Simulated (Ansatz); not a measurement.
# C₂H₇ClSSi: basis-set convergence

The task here is to estimate one member of a computed series from the others.

The runs use Ansatz 0.2.0, Gaussian basis; one geometry, several basis sets.

Plan: PBE0-D4/def2-SVP; ωB97M-V/def2-SVP; PBE0-D4/def2-QZVPP; ωB97M-V/def2-QZVPP; the functionals' def2-TZVPP values are taken from earlier runs.

## The relaxed structure

An earlier PBE0-D4 in a triple-zeta def2 set relaxation fixed the geometry.

SMILES `CS[SiH](C)Cl`, 12 atoms, charge 0, spin multiplicity 1.

Atoms are counted from 1 here; the program's logs count them from 0.

Bond lengths: C1–S2 1.816 Å, C1–H6 1.090 Å, C1–H7 1.089 Å, C1–H8 1.089 Å, S2–Si3 2.114 Å, Si3–C4 1.853 Å, Si3–Cl5 2.069 Å, Si3–H9 1.484 Å, C4–H10 1.092 Å, C4–H11 1.092 Å, C4–H12 1.093 Å. Angles: S2–C1–H6 111.0°, S2–C1–H7 110.6°, S2–C1–H8 106.7°, H6–C1–H7 110.1°, H6–C1–H8 109.1°, H7–C1–H8 109.2°, C1–S2–Si3 99.7°, S2–Si3–C4 108.6°, S2–Si3–Cl5 110.8°, S2–Si3–H9 109.9°, C4–Si3–Cl5 109.6°, C4–Si3–H9 113.2°, Cl5–Si3–H9 104.6°, Si3–C4–H10 110.1°, Si3–C4–H11 110.5°, Si3–C4–H12 110.3°, H10–C4–H11 108.5°, H10–C4–H12 108.7° and more.

The first run:

Contents of in.yaml:

```yaml
crystal:
  periodic: [false, false, false]
  atoms:
    - {symbol: C, position_ang: [-0.755630, 2.244692, -0.284909]}
    - {symbol: S, position_ang: [0.495893, 1.058615, -0.854795]}
    - {symbol: Si, position_ang: [-0.076083, -0.632321, 0.277562]}
    - {symbol: C, position_ang: [1.043073, -2.043231, -0.160294]}
    - {symbol: Cl, position_ang: [0.059876, -0.241184, 2.304424]}
    - {symbol: H, position_ang: [-1.761704, 1.883474, -0.497125]}
    - {symbol: H, position_ang: [-0.644070, 2.437285, 0.781339]}
    - {symbol: H, position_ang: [-0.586096, 3.168934, -0.835882]}
    - {symbol: H, position_ang: [-1.511307, -0.932400, 0.049560]}
    - {symbol: H, position_ang: [0.779349, -2.927100, 0.424338]}
    - {symbol: H, position_ang: [2.082841, -1.786493, 0.051354]}
    - {symbol: H, position_ang: [0.950761, -2.285673, -1.221572]}
basis:
  gaussian: {orbitals: def2-SVP}
hamiltonian: {xc: pbe0, dispersion: d4}
output: {orbitals: {seedname: orbitals}}
```

On the command line:

```console
> ansatz run in.yaml --threads 4 --pin off --events-out ev --progress --plain --max-ram 10444MiB
```

Among the steps run: PBE0-D4 in def2-SVP; ωB97M-V in def2-SVP; PBE0-D4 in def2-QZVPP; ωB97M-V in def2-QZVPP.

One of the session's tables, all rows but one given; the rest of the session is left out.

It belongs to the step «Density functionals: the series». 

```
functional       basis  HOMO (eV)  LUMO (eV)
   PBE0-D4    def2-SVP      -7.04       0.51
   PBE0-D4  def2-TZVPP      -7.12       0.09
   PBE0-D4  def2-QZVPP      -7.15      -0.09
   ωB97M-V    def2-SVP      -9.20       2.49
   ωB97M-V  def2-TZVPP      -9.31       1.90
   ωB97M-V  def2-QZVPP          ?          ?
```

Q: Estimate the row for ωB97M-V, def2-QZVPP from the others.

As computed: HOMO (eV): -9.35; LUMO (eV): 1.45. In the column «HOMO (eV)» it is the lowest.
